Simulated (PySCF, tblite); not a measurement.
# CH9PSi2: a rotation path, then NMR shifts on frames

Aim: move CH9PSi2 (`C[SiH2][SiH2]P`) away from its starting geometry and see how NMR shifts follow the geometry.

Computed with tblite 0.8.0 and PySCF 2.14.0, with density-fitted response routines of our own, on a single molecule in the gas phase. Atoms are numbered from 0 throughout.

## 1. The molecule as given

13 atoms, charge 0, multiplicity 1; geometry from: GFN2-xTB.

Bonds of the start (Å): C0–Si1 1.90, Si1–Si2 2.33, Si2–P3 2.24, C0–H4 1.09, C0–H5 1.09, C0–H6 1.09, Si1–H7 1.47, Si1–H8 1.47, Si2–H9 1.47, Si2–H10 1.47, P3–H11 1.38, P3–H12 1.38.

## 2. A band between two rotamers with GFN2-xTB

Job settings and geometry (Å):

```
{"job": {"kind": "neb", "xc": "GFN2-xTB", "basis": "xTB", "atoms": [0, 1, 2, 3], "turn": 120}, "charge": 0, "multiplicity": 1}
C     -2.340477    -0.145517    -0.643916
Si    -0.722119    -0.739301     0.152412
Si     1.026477     0.587862    -0.613853
P      2.980109    -0.276553     0.070183
H     -2.546405     0.889760    -0.388003
H     -3.187614    -0.739106    -0.314406
H     -2.295643    -0.211461    -1.727151
H     -0.893524    -0.666411     1.613165
H     -0.545433    -2.163629    -0.165017
H      1.169857     0.656640    -2.075876
H      0.932902     1.995157    -0.186039
H      2.728935    -0.090727     1.415016
H      3.688548     0.903772    -0.015490
```

Level: GFN2-xTB climbing-image nudged elastic band, gas phase.

Run with:

```console
> OMP_NUM_THREADS=1 python probes_run.py task.json out
```

The driver reads the jobs from task.json and runs them one after another.

The program printed:

```text
image   E - E0 / eV
  0       0.0000
  1       0.0026
  2       0.0060
  3       0.0102
  4       0.0140
  5       0.0162
  6       0.0162
  7       0.0142
  8       0.0079
```

Run time: 6.6 s. Hardware: 1 thread, shared host.

The final band, with the dihedral C0–Si1–Si2–P3:

```csv
image,dihedral (°),energy (eV),energy (kcal/mol)
0,-172,0.000,0.0
1,-156,0.003,0.1
2,-141,0.006,0.1
3,-126,0.010,0.2
4,-111,0.014,0.3
5,-95,0.016,0.4
6,-80,0.016,0.4
7,-65,0.014,0.3
8,-51,0.008,0.2
```

## 3. NMR shieldings: image 0, PBE0/pcSseg-1

Job settings and geometry (Å):

```
{"job": {"kind": "nmr", "xc": "PBE0", "basis": "pcSseg-1", "pop": false}, "charge": 0, "multiplicity": 1}
C     -2.340500    -0.145500    -0.643900
Si    -0.722100    -0.739300     0.152400
Si     1.026500     0.587900    -0.613900
P      2.980100    -0.276600     0.070200
H     -2.546400     0.889800    -0.388000
H     -3.187600    -0.739100    -0.314400
H     -2.295600    -0.211500    -1.727200
H     -0.893500    -0.666400     1.613200
H     -0.545400    -2.163600    -0.165000
H      1.169900     0.656600    -2.075900
H      0.932900     1.995200    -0.186000
H      2.728900    -0.090700     1.415000
H      3.688500     0.903800    -0.015500
```

With the program's defaults for keys left out, this is: GIAO PBE0/pcSseg-1 NMR shielding, non-relativistic, gas phase.

The program printed:

```text
coarse grid: 11544 points
cycle   1  E = -963.3376292633  dE = -8.024e-02  |g| = 3.215e-01  |ddm| = 3.063e+00
cycle   2  E = -963.3303552205  dE =  7.274e-03  |g| = 3.573e-01  |ddm| = 6.148e-01
cycle   3  E = -963.3648656529  dE = -3.451e-02  |g| = 2.508e-02  |ddm| = 3.378e-01
cycle   4  E = -963.3650255559  dE = -1.599e-04  |g| = 9.685e-03  |ddm| = 4.389e-02
cycle   5  E = -963.3650542431  dE = -2.869e-05  |g| = 2.284e-03  |ddm| = 1.817e-02
cycle   6  E = -963.3650554672  dE = -1.224e-06  |g| = 3.642e-04  |ddm| = 3.897e-03
final grid: 95336 points
cycle   7  E = -963.3869578660  dE = -1.519e-05  |g| = 4.850e-03  |ddm| = 1.857e-02
cycle   8  E = -963.3869551794  dE =  2.687e-06  |g| = 5.696e-03  |ddm| = 8.963e-03
cycle   9  E = -963.3869636707  dE = -8.491e-06  |g| = 2.808e-04  |ddm| = 5.150e-03
cycle  10  E = -963.3869636880  dE = -1.726e-08  |g| = 5.833e-05  |ddm| = 3.689e-04
cycle  11  E = -963.3869636888  dE = -7.965e-10  |g| = 1.819e-05  |ddm| = 1.060e-04
converged SCF energy = -963.3869636888

GIAO shielding tensors (ppm)
atom      isotropic    diamagn.    paramagn.     s11        s22        s33       span
  0 C      195.146     252.282     -57.136    189.503    197.277    198.657      9.154
  1 Si     423.696     880.823    -457.127    401.295    404.682    465.112     63.817
  2 Si     441.364     881.293    -439.929    415.115    438.387    470.589     55.473
  3 P      629.819     967.030    -337.211    563.639    608.939    716.880    153.241
  4 H       31.593      30.891       0.702     26.814     29.405     38.558     11.744
  5 H       31.267      28.716       2.551     26.057     28.017     39.728     13.671
  6 H       31.574      30.347       1.226     26.729     29.402     38.591     11.862
  7 H       27.733      30.167      -2.433     23.993     26.563     32.644      8.651
  8 H       27.717      29.824      -2.107     23.901     26.587     32.665      8.764
  9 H       27.864      30.001      -2.137     24.137     26.292     33.163      9.026
 10 H       27.415      30.487      -3.072     23.075     26.154     33.014      9.939
 11 H       30.909      30.697       0.213     25.300     28.612     38.816     13.516
 12 H       30.462      29.641       0.822     24.781     27.133     39.473     14.692
```

Wall time 43 s (1 thread, shared host).

Shifts follow as δ = σ(reference) − σ, with reference shieldings (ppm) from runs at the same level and on the same kind of geometry: ¹H TMS 31.72, ¹³C TMS 186.9, ²⁹Si TMS 349.2, ³¹P H3PO4 318.4. The references are single molecules in the gas phase, so shifts against H2O, NH3, PH3, H3PO4 or CFCl3 are not on the usual liquid scales and can be off by tens of ppm. Each atom is listed at this fixed geometry, with no averaging over motion; a spectrum would average atoms that exchange fast.

```
atoms                               environment  σ (ppm)  δ (ppm)
   C0                methyl carbon bonded to Si    195.1     -8.2
  H10     hydrogen on a silicon bonded to P, Si    27.41     4.30
   H8     hydrogen on a silicon bonded to C, Si    27.72     4.00
   H7     hydrogen on a silicon bonded to C, Si    27.73     3.98
   H9     hydrogen on a silicon bonded to P, Si    27.86     3.85
  H12     hydrogen on a phosphorus bonded to Si    30.46     1.25
  H11     hydrogen on a phosphorus bonded to Si    30.91     0.81
   H5  hydrogen on a methyl carbon bonded to Si    31.27     0.45
   H6  hydrogen on a methyl carbon bonded to Si    31.57     0.14
   H4  hydrogen on a methyl carbon bonded to Si    31.59     0.12
  Si1              silicon bonded to C, Si, 2 H    423.7    -74.5
  Si2              silicon bonded to P, Si, 2 H    441.4    -92.2
   P3              phosphorus bonded to Si, 2 H    629.8   -311.4
```

## 4. NMR shieldings: image 3, PBE0/pcSseg-1

Job settings and geometry (Å):

```
{"job": {"kind": "nmr", "xc": "PBE0", "basis": "pcSseg-1", "pop": false}, "charge": 0, "multiplicity": 1}
C     -2.228600    -0.352600    -0.847900
Si    -0.812500    -0.500200     0.408600
Si     0.951700     0.824800    -0.319500
P      2.823300    -0.401600    -0.447100
H     -2.535300     0.683000    -0.967100
H     -3.104300    -0.919800    -0.548400
H     -1.925000    -0.717400    -1.825200
H     -1.332200    -0.091200     1.723400
H     -0.430400    -1.913900     0.539500
H      0.810900     1.366300    -1.678800
H      1.191000     1.997900     0.534900
H      2.893700    -0.641000     0.911300
H      3.693500     0.665900    -0.362500
```

Level: GIAO PBE0/pcSseg-1 NMR shielding, non-relativistic, gas phase.

The program printed:

```text
coarse grid: 11544 points
cycle   1  E = -963.3366365734  dE = -7.603e-02  |g| = 3.213e-01  |ddm| = 3.061e+00
cycle   2  E = -963.3286910498  dE =  7.946e-03  |g| = 3.600e-01  |ddm| = 6.127e-01
cycle   3  E = -963.3639101571  dE = -3.522e-02  |g| = 2.465e-02  |ddm| = 3.407e-01
cycle   4  E = -963.3640729437  dE = -1.628e-04  |g| = 7.793e-03  |ddm| = 3.879e-02
cycle   5  E = -963.3640903966  dE = -1.745e-05  |g| = 2.393e-03  |ddm| = 1.474e-02
cycle   6  E = -963.3640917964  dE = -1.400e-06  |g| = 3.635e-04  |ddm| = 4.048e-03
final grid: 95336 points
cycle   7  E = -963.3860172395  dE = -1.532e-05  |g| = 4.785e-03  |ddm| = 1.905e-02
cycle   8  E = -963.3860146530  dE =  2.587e-06  |g| = 5.613e-03  |ddm| = 8.359e-03
cycle   9  E = -963.3860228581  dE = -8.205e-06  |g| = 2.687e-04  |ddm| = 4.796e-03
cycle  10  E = -963.3860228723  dE = -1.421e-08  |g| = 6.328e-05  |ddm| = 3.467e-04
cycle  11  E = -963.3860228733  dE = -9.873e-10  |g| = 1.913e-05  |ddm| = 1.182e-04
converged SCF energy = -963.3860228733

GIAO shielding tensors (ppm)
atom      isotropic    diamagn.    paramagn.     s11        s22        s33       span
  0 C      194.431     252.175     -57.744    188.502    194.527    200.264     11.762
  1 Si     425.201     880.802    -455.601    398.741    415.336    461.528     62.787
  2 Si     443.131     881.314    -438.183    420.756    435.536    473.102     52.346
  3 P      627.286     967.091    -339.805    557.928    602.618    721.312    163.384
  4 H       31.567      30.529       1.038     26.780     29.383     38.537     11.757
  5 H       31.316      28.677       2.639     26.125     27.901     39.922     13.797
  6 H       31.482      30.654       0.828     26.664     29.556     38.227     11.563
  7 H       27.653      29.916      -2.264     24.087     25.880     32.991      8.903
  8 H       27.917      30.092      -2.175     24.142     26.972     32.637      8.494
  9 H       28.024      30.280      -2.257     24.431     26.382     33.258      8.827
 10 H       27.437      30.233      -2.796     23.132     25.856     33.323     10.191
 11 H       30.909      30.511       0.398     25.329     28.537     38.862     13.533
 12 H       30.449      29.586       0.863     24.728     27.027     39.591     14.863
```

It took 32 s on 1 thread, shared host.

In short: δ C0 -7.5, Si1 -76.0, Si2 -94.0, P3 -308.9, H10 4.28, H7 4.06 ppm.

## 5. Shielding tensors: image 6, PBE0/pcSseg-1

Job settings and geometry (Å):

```
{"job": {"kind": "nmr", "xc": "PBE0", "basis": "pcSseg-1", "pop": false}, "charge": 0, "multiplicity": 1}
C     -1.991000    -0.573800    -0.951000
Si    -0.932300    -0.255600     0.593900
Si     0.923900     0.997000    -0.030200
P      2.480900    -0.341100    -0.937200
H     -2.286600     0.362700    -1.416900
H     -2.898000    -1.125800    -0.723800
H     -1.437800    -1.146300    -1.690800
H     -1.773700     0.427200     1.586900
H     -0.556000    -1.546600     1.190900
H      0.675900     1.984100    -1.090200
H      1.512300     1.756900     1.081800
H      2.724800    -1.040100     0.229000
H      3.553300     0.501900    -0.721500
```

With the program's defaults for keys left out, this is: GIAO PBE0/pcSseg-1 NMR shielding, non-relativistic, gas phase.

The program printed:

```text
coarse grid: 11544 points
cycle   1  E = -963.3379880805  dE = -8.150e-02  |g| = 3.202e-01  |ddm| = 3.057e+00
cycle   2  E = -963.3296016932  dE =  8.386e-03  |g| = 3.601e-01  |ddm| = 6.138e-01
cycle   3  E = -963.3649956780  dE = -3.539e-02  |g| = 2.483e-02  |ddm| = 3.484e-01
cycle   4  E = -963.3651700801  dE = -1.744e-04  |g| = 5.908e-03  |ddm| = 3.719e-02
cycle   5  E = -963.3651796793  dE = -9.599e-06  |g| = 2.135e-03  |ddm| = 1.138e-02
final grid: 95336 points
cycle   6  E = -963.3873369087  dE = -1.467e-05  |g| = 6.246e-03  |ddm| = 2.135e-02
cycle   7  E = -963.3873336511  dE =  3.258e-06  |g| = 7.063e-03  |ddm| = 1.331e-02
cycle   8  E = -963.3873468427  dE = -1.319e-05  |g| = 4.195e-04  |ddm| = 6.925e-03
cycle   9  E = -963.3873468824  dE = -3.976e-08  |g| = 9.591e-05  |ddm| = 5.764e-04
cycle  10  E = -963.3873468852  dE = -2.753e-09  |g| = 1.896e-05  |ddm| = 1.773e-04
cycle  11  E = -963.3873468853  dE = -1.278e-10  |g| = 4.719e-06  |ddm| = 3.753e-05
converged SCF energy = -963.3873468853

GIAO shielding tensors (ppm)
atom      isotropic    diamagn.    paramagn.     s11        s22        s33       span
  0 C      195.774     252.679     -56.904    189.768    197.243    200.311     10.542
  1 Si     424.536     880.628    -456.092    406.427    409.444    457.738     51.311
  2 Si     441.886     881.117    -439.231    423.923    436.168    465.568     41.645
  3 P      626.154     967.320    -341.166    550.822    605.690    721.950    171.128
  4 H       31.603      30.540       1.063     26.776     29.302     38.730     11.954
  5 H       31.312      28.726       2.586     26.183     27.858     39.896     13.713
  6 H       31.435      31.095       0.340     26.261     30.018     38.025     11.764
  7 H       27.646      29.629      -1.983     23.967     25.603     33.366      9.399
  8 H       27.851      30.029      -2.179     24.556     26.259     32.737      8.181
  9 H       27.942      30.071      -2.129     24.740     25.784     33.303      8.562
 10 H       27.464      30.001      -2.537     23.018     25.693     33.681     10.663
 11 H       30.820      30.619       0.201     25.188     28.399     38.873     13.685
 12 H       30.371      29.591       0.781     24.758     26.912     39.445     14.687
```

Wall time 34 s (1 thread, shared host).

This run: δ C0 -8.8, Si1 -75.4, Si2 -92.7, P3 -307.8, H10 4.25, H7 4.07 ppm.

## 6. Nuclear shieldings: image 7, PBE0/pcSseg-1

Job settings and geometry (Å):

```
{"job": {"kind": "nmr", "xc": "PBE0", "basis": "pcSseg-1", "pop": false}, "charge": 0, "multiplicity": 1}
C     -1.895600    -0.648600    -0.960000
Si    -0.975400    -0.178300     0.634100
Si     0.924300     1.032700     0.059500
P      2.348500    -0.274500    -1.083300
H     -2.152500     0.238200    -1.533800
H     -2.817100    -1.188100    -0.762600
H     -1.277000    -1.278700    -1.593800
H     -1.900600     0.582800     1.484900
H     -0.647900    -1.405400     1.377300
H      0.687200     2.151100    -0.863300
H      1.612000     1.619700     1.218100
H      2.605600    -1.121300    -0.022300
H      3.484100     0.470900    -0.833700
```

Level: GIAO PBE0/pcSseg-1 NMR shielding, non-relativistic, gas phase.

The program printed:

```text
coarse grid: 11544 points
cycle   1  E = -963.3388079923  dE = -8.304e-02  |g| = 3.196e-01  |ddm| = 3.057e+00
cycle   2  E = -963.3304356311  dE =  8.372e-03  |g| = 3.593e-01  |ddm| = 6.112e-01
cycle   3  E = -963.3656693504  dE = -3.523e-02  |g| = 2.504e-02  |ddm| = 3.488e-01
cycle   4  E = -963.3658483439  dE = -1.790e-04  |g| = 5.650e-03  |ddm| = 3.737e-02
cycle   5  E = -963.3658571382  dE = -8.794e-06  |g| = 2.059e-03  |ddm| = 1.090e-02
final grid: 95336 points
cycle   6  E = -963.3878286347  dE = -1.406e-05  |g| = 6.300e-03  |ddm| = 1.992e-02
cycle   7  E = -963.3878253383  dE =  3.296e-06  |g| = 7.124e-03  |ddm| = 1.340e-02
cycle   8  E = -963.3878387786  dE = -1.344e-05  |g| = 4.172e-04  |ddm| = 6.967e-03
cycle   9  E = -963.3878388186  dE = -3.997e-08  |g| = 9.730e-05  |ddm| = 5.944e-04
cycle  10  E = -963.3878388214  dE = -2.871e-09  |g| = 1.737e-05  |ddm| = 1.728e-04
cycle  11  E = -963.3878388215  dE = -9.823e-11  |g| = 4.735e-06  |ddm| = 3.423e-05
converged SCF energy = -963.3878388215

GIAO shielding tensors (ppm)
atom      isotropic    diamagn.    paramagn.     s11        s22        s33       span
  0 C      196.328     252.955     -56.627    190.192    198.375    200.418     10.226
  1 Si     424.782     880.583    -455.800    406.917    408.005    459.425     52.508
  2 Si     442.082     881.071    -438.990    421.939    439.776    464.531     42.592
  3 P      627.095     967.471    -340.376    554.423    607.256    719.605    165.182
  4 H       31.621      30.622       0.999     26.833     29.300     38.730     11.897
  5 H       31.317      28.779       2.538     26.193     27.856     39.903     13.710
  6 H       31.446      31.265       0.180     26.090     30.231     38.016     11.926
  7 H       27.636      29.513      -1.877     23.976     25.532     33.400      9.424
  8 H       27.798      29.930      -2.132     24.622     25.915     32.857      8.235
  9 H       27.896      29.948      -2.051     24.674     25.629     33.385      8.711
 10 H       27.476      29.911      -2.435     23.029     25.636     33.764     10.735
 11 H       30.805      30.744       0.061     25.181     28.385     38.847     13.666
 12 H       30.377      29.629       0.748     24.784     26.885     39.461     14.677
```

Wall time 37 s (1 thread, shared host).

Key values: δ C0 -9.4, Si1 -75.6, Si2 -92.9, P3 -308.7, H10 4.24, H7 4.08 ppm.

## 7. NMR shieldings: image 8, PBE0/pcSseg-1

Job settings and geometry (Å):

```
{"job": {"kind": "nmr", "xc": "PBE0", "basis": "pcSseg-1", "pop": false}, "charge": 0, "multiplicity": 1}
C     -1.809700    -0.726800    -0.960200
Si    -1.008400    -0.105500     0.647200
Si     0.935600     1.064700     0.139200
P      2.225200    -0.188700    -1.207900
H     -2.063900     0.102700    -1.615000
H     -2.720200    -1.288500    -0.772100
H     -1.126200    -1.374500    -1.504500
H     -1.968900     0.746400     1.360100
H     -0.762100    -1.267700     1.516200
H      0.731100     2.296900    -0.636200
H      1.705900     1.483000     1.321400
H      2.445500    -1.183100    -0.273300
H      3.411800     0.441600    -0.893900
```

Method: GIAO PBE0/pcSseg-1 NMR shielding, non-relativistic, gas phase.

The program printed:

```text
coarse grid: 11544 points
cycle   1  E = -963.3394581694  dE = -8.475e-02  |g| = 3.175e-01  |ddm| = 3.057e+00
cycle   2  E = -963.3312408323  dE =  8.217e-03  |g| = 3.565e-01  |ddm| = 6.055e-01
cycle   3  E = -963.3659346098  dE = -3.469e-02  |g| = 2.534e-02  |ddm| = 3.466e-01
cycle   4  E = -963.3661194975  dE = -1.849e-04  |g| = 5.593e-03  |ddm| = 3.800e-02
cycle   5  E = -963.3661282419  dE = -8.744e-06  |g| = 2.036e-03  |ddm| = 1.094e-02
final grid: 95336 points
cycle   6  E = -963.3880803258  dE = -1.432e-05  |g| = 6.253e-03  |ddm| = 2.074e-02
cycle   7  E = -963.3880771192  dE =  3.207e-06  |g| = 7.067e-03  |ddm| = 1.332e-02
cycle   8  E = -963.3880903802  dE = -1.326e-05  |g| = 4.204e-04  |ddm| = 6.905e-03
cycle   9  E = -963.3880904211  dE = -4.090e-08  |g| = 9.996e-05  |ddm| = 6.077e-04
cycle  10  E = -963.3880904241  dE = -3.046e-09  |g| = 1.722e-05  |ddm| = 1.712e-04
cycle  11  E = -963.3880904242  dE = -9.436e-11  |g| = 5.047e-06  |ddm| = 3.491e-05
converged SCF energy = -963.3880904242

GIAO shielding tensors (ppm)
atom      isotropic    diamagn.    paramagn.     s11        s22        s33       span
  0 C      196.726     253.184     -56.458    190.047    199.295    200.835     10.788
  1 Si     425.712     880.581    -454.869    402.187    411.322    463.627     61.440
  2 Si     442.421     881.070    -438.649    418.796    441.694    466.774     47.978
  3 P      629.766     967.595    -337.829    559.982    609.442    719.873    159.891
  4 H       31.616      30.615       1.000     26.929     29.108     38.811     11.882
  5 H       31.316      28.842       2.474     26.183     27.865     39.899     13.716
  6 H       31.467      31.440       0.027     25.923     30.524     37.954     12.031
  7 H       27.650      29.438      -1.789     24.006     25.505     33.437      9.431
  8 H       27.757      29.862      -2.105     24.540     25.727     33.004      8.465
  9 H       27.848      29.821      -1.973     24.576     25.532     33.435      8.859
 10 H       27.468      29.827      -2.359     23.087     25.548     33.769     10.682
 11 H       30.849      30.915      -0.067     25.253     28.454     38.839     13.586
 12 H       30.408      29.681       0.727     24.772     26.935     39.516     14.744
```

Wall time 32 s (1 thread, shared host).

Key values: δ C0 -9.8, Si1 -76.6, Si2 -93.3, P3 -311.4, H10 4.25, H7 4.07 ppm.

## 8. Comparing the runs: NMR shifts

Shifts (ppm) of some atoms, chosen among heavy atoms and hydrogens apart, with basis size and wall time:

| frame | C0 | H8 | H9 | H6 | Si1 | Si2 | P3 | functions | time |
| --- | --- | --- | --- | --- | --- | --- | --- | --- | --- |
| image 0 | -8.2 | 4.00 | 3.85 | 0.14 | -74.5 | -92.2 | -311.4 | 134 | 43 s |
| image 3 | -7.5 | 3.80 | 3.69 | 0.23 | -76.0 | -94.0 | -308.9 | 134 | 32 s |
| image 6 | -8.8 | 3.87 | 3.77 | 0.28 | -75.4 | -92.7 | -307.8 | 134 | 34 s |
| image 7 | -9.4 | 3.92 | 3.82 | 0.27 | -75.6 | -92.9 | -308.7 | 134 | 37 s |
| image 8 | -9.8 | 3.96 | 3.87 | 0.25 | -76.6 | -93.3 | -311.4 | 134 | 32 s |

## 9. Outcome

| quantity | value |
| --- | --- |
| barrier | 0.016 eV (0.4 kcal/mol) at image 6 |
| end to end (GFN2-xTB) | 0.008 eV |
| ¹³C shifts against TMS (PBE0/pcSseg-1, image 0) | -8.2 ppm |
| ¹H shifts against TMS (PBE0/pcSseg-1, image 0) | 4.30, 4.00, 3.98, 3.85, 1.25, 0.81, 0.45, 0.14, 0.12 ppm |
| ²⁹Si shifts against TMS (PBE0/pcSseg-1, image 0) | -74.5, -92.2 ppm |
| ³¹P shifts against H3PO4 (PBE0/pcSseg-1, image 0) | -311.4 ppm |
| range of the shift of P3 | -311.4 to -307.8 ppm |

**Reading.** Along the band the dihedral turns by 120°, and the top (dihedral -80°) lies 0.4 kcal/mol above the start (GFN2-xTB, rough), so at room temperature this motion is fast. Ends this close can change order at a higher level. The top was not checked by a frequency run. Shifts at one fixed geometry are not the observed spectrum, which averages over the motion. In the first frame run (image 0): Shielding is most anisotropic at P3 (span 153 ppm, paramagnetic term -337 ppm). Across the 5 runs the shift of P3 moves most, between -311.4 (image 0) and -307.8 ppm (image 6).
